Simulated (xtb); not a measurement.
**C3H10O2Si (SMILES CO[SiH2]CCO) at GFN1-xTB**

What is the vertical ionisation energy of C3H10O2Si at GFN1-xTB? 

The results are computed with xtb 6.7.1.

7 further runs of the same task are left out: 7 set aside as unsound or not needed.

## 1. The structure to begin with

C3H10O2Si: 16 atoms, total charge 0, spin state singlet. As SMILES, `CO[SiH2]CCO`. Geometry: relaxed at GFN2-xTB. This is one conformer, not always the lowest.

Bond lengths: C1–O2 1.398 Å, O2–Si3 1.621 Å, Si3–C4 1.914 Å, C4–C5 1.520 Å, C5–O6 1.416 Å, C1–H7 1.093 Å, C1–H8 1.093 Å, C1–H9 1.090 Å, Si3–H10 1.458 Å, Si3–H11 1.463 Å, C4–H12 1.089 Å, C4–H13 1.090 Å, C5–H14 1.100 Å, C5–H15 1.100 Å, O6–H16 0.963 Å. Some angles: C1–O2–Si3 131.3°, O2–Si3–C4 113.6°, Si3–C4–C5 111.5°, C4–C5–O6 108.2°, O2–C1–H7 108.8°, O2–C1–H8 109.0°, O2–C1–H9 111.7°, O2–Si3–H10 98.1°, O2–Si3–H11 112.5°, C4–Si3–H10 109.6°.

## 2. Energy and forces at GFN1-xTB

coord reads:

```
$coord angs
    -0.0477300    -1.4222000     1.6686200  C
     1.0320500    -1.1947000     0.8101700  O
     1.0849000    -0.7715300    -0.7537200  Si
     0.5961200     1.0520800    -1.0699500  C
    -0.6691500     1.4294000    -0.3171900  C
    -1.6288200     0.4096000    -0.5280300  O
     0.1098900    -0.8562700     2.5901400  H
    -0.0922800    -2.4872300     1.9110500  H
    -0.9933800    -1.1237900     1.2157100  H
     2.5186500    -0.9377300    -0.9627300  H
     0.2510400    -1.6315900    -1.5942200  H
     0.4320100     1.2045900    -2.1356700  H
     1.3921300     1.7324300    -0.7687800  H
    -1.0617700     2.3971700    -0.6620300  H
    -0.4483700     1.5159500     0.7572600  H
    -2.4753000     0.6838400    -0.1606300  H
$end
```

On the command line:

```bash
xtb coord -c 0 --uhf 0 --grad --gfn 1 > out.txt
```

Standard output:

```text
* xtb version 6.7.1
[...]
          :  # basis functions                  50          :
[...]
          :  # electrons                        38          :
[...]
          :  Hamiltonian                  GFN1-xTB          :
[...]
          :  net charge                          0          :
          :  unpaired electrons                  0          :
[...]
   *** convergence criteria satisfied after 10 iterations ***
[...]
         ::                     SUMMARY                     ::
         :::::::::::::::::::::::::::::::::::::::::::::::::::::
         :: total energy             -23.064867066413 Eh    ::
         :: gradient norm              0.034274427878 Eh/a0 ::
         :: HOMO-LUMO gap              6.956707723761 eV    ::
         ::.................................................::
         :: SCC energy               -23.265935864831 Eh    ::
         :: -> electrostatic           0.074907328434 Eh    ::
         :: repulsion energy           0.206970272532 Eh    ::
         :: dispersion energy         -0.005901474114 Eh    ::
         :: halogen bond corr.         0.000000000000 Eh    ::
         :: add. restraining           0.000000000000 Eh    ::
         :: total charge              -0.000000000000 e     ::
         :::::::::::::::::::::::::::::::::::::::::::::::::::::
[...]
        19        2.0000           -0.4150843             -11.2950 (HOMO)
        20                         -0.1594300              -4.3383 (LUMO)
[...]
     #   Z sym  total        # sym  WBO       # sym  WBO       # sym  WBO
 ---------------------------------------------------------------------------
     1   6 C    3.906 --     7 H    0.986     8 H    0.985     9 H    0.982
                             2 O    0.913
     2   8 O    2.356 --     3 Si   1.368     1 C    0.913
     3  14 Si   4.445 --     2 O    1.368     4 C    0.982    11 H    0.936
                            10 H    0.934
     4   6 C    3.943 --     5 C    0.988     3 Si   0.982    12 H    0.947
                            13 H    0.945
     5   6 C    3.912 --     4 C    0.988    15 H    0.975    14 H    0.975
                             6 O    0.938
     6   8 O    1.959 --     5 C    0.938    16 H    0.881
     7   1 H    1.015 --     1 C    0.986
     8   1 H    1.013 --     1 C    0.985
     9   1 H    1.019 --     1 C    0.982
[...]
          | TOTAL ENERGY              -23.064867066413 Eh   |
          | GRADIENT NORM               0.034274427878 Eh/α |
          | HOMO-LUMO GAP               6.956707723761 eV   |
           -------------------------------------------------
[...]
```

Standard error:

```text
normal termination of xtb
```

Run time: 0.029 s. Hardware: 1 thread of AMD EPYC 9R45 (Zen 5), shared host.

## 3. The doublet cation

.CHRG reads:

```
1
```

.UHF reads:

```
1
```

input.xyz reads:

```xyz
16
C3H10O2Si
C     -0.047730    -1.422200     1.668620
O      1.032050    -1.194700     0.810170
Si     1.084900    -0.771530    -0.753720
C      0.596120     1.052080    -1.069950
C     -0.669150     1.429400    -0.317190
O     -1.628820     0.409600    -0.528030
H      0.109890    -0.856270     2.590140
H     -0.092280    -2.487230     1.911050
H     -0.993380    -1.123790     1.215710
H      2.518650    -0.937730    -0.962730
H      0.251040    -1.631590    -1.594220
H      0.432010     1.204590    -2.135670
H      1.392130     1.732430    -0.768780
H     -1.061770     2.397170    -0.662030
H     -0.448370     1.515950     0.757260
H     -2.475300     0.683840    -0.160630
```

On the command line:

```bash
xtb --grad --gfn1 --parallel 1 -- input.xyz > input.out
```

Standard output (excerpt; [...] marks lines left out):

```text
* xtb version 6.7.1
[...]
[WARNING] Please study the warnings concerning your input carefully
-1- prog_main_parseArguments: The use of '--gfn1' is discouraged, please use '--gfn 1' next time
########################################################################
[...]
          :  # basis functions                  50          :
[...]
          :  # electrons                        37          :
[...]
          :  Hamiltonian                  GFN1-xTB          :
[...]
          :  net charge                          1          :
          :  unpaired electrons                  1          :
[...]
   *** convergence criteria satisfied after 13 iterations ***
[...]
         ::                     SUMMARY                     ::
         :::::::::::::::::::::::::::::::::::::::::::::::::::::
         :: total energy             -22.546154385214 Eh    ::
         :: gradient norm              0.074677301294 Eh/a0 ::
         :: HOMO-LUMO gap              7.236586840362 eV    ::
         ::.................................................::
         :: SCC energy               -22.747223183631 Eh    ::
         :: -> electrostatic           0.148718407090 Eh    ::
         :: repulsion energy           0.206970272532 Eh    ::
         :: dispersion energy         -0.005901474114 Eh    ::
         :: halogen bond corr.         0.000000000000 Eh    ::
         :: add. restraining           0.000000000000 Eh    ::
         :: total charge               1.000000000000 e     ::
         :::::::::::::::::::::::::::::::::::::::::::::::::::::
[...]
        19        1.0423           -0.6200794             -16.8732 (HOMO)
        20                         -0.3541397              -9.6366 (LUMO)
[...]
          | TOTAL ENERGY              -22.546154385214 Eh   |
          | GRADIENT NORM               0.074677301294 Eh/α |
          | HOMO-LUMO GAP               7.236586840362 eV   |
           -------------------------------------------------
[...]
```

Standard error:

```text
normal termination of xtb
```

It took 0.029 s on 1 thread of AMD EPYC 9R45 (Zen 5), shared host.

## 4. Results

At GFN1-xTB:

| quantity | value |
| --- | --- |
| singlet C3H10O2Si: total energy | -23.06487 Eh |
| singlet C3H10O2Si: dipole moment | 4.08 D |
| singlet C3H10O2Si: HOMO energy | -11.29 eV |
| singlet C3H10O2Si: LUMO energy | -4.34 eV |
| singlet C3H10O2Si: HOMO–LUMO gap | 6.96 eV |
| singlet C3H10O2Si: dispersion energy | -15.49 kJ/mol |
| singlet C3H10O2Si: largest force on an atom | 0.998 eV/Å |
| doublet cation: total energy | -22.54615 Eh |
| doublet cation: HOMO energy (partly filled) | -16.87 eV |
| doublet cation: LUMO energy | -9.64 eV |
| doublet cation: dispersion energy | -15.49 kJ/mol |
| doublet cation: largest force on an atom | 2.014 eV/Å |
| vertical ionisation energy (to the doublet cation) | 14.115 eV |

Removing an electron at fixed nuclei costs 14.11 eV (1362 kJ/mol). The largest force (singlet C3H10O2Si) is 1.00 eV/Å: the shape isn't a stationary point for this species at this level. xTB total energies overstate such differences by several eV unless an empirical shift is taken off; none is applied here.
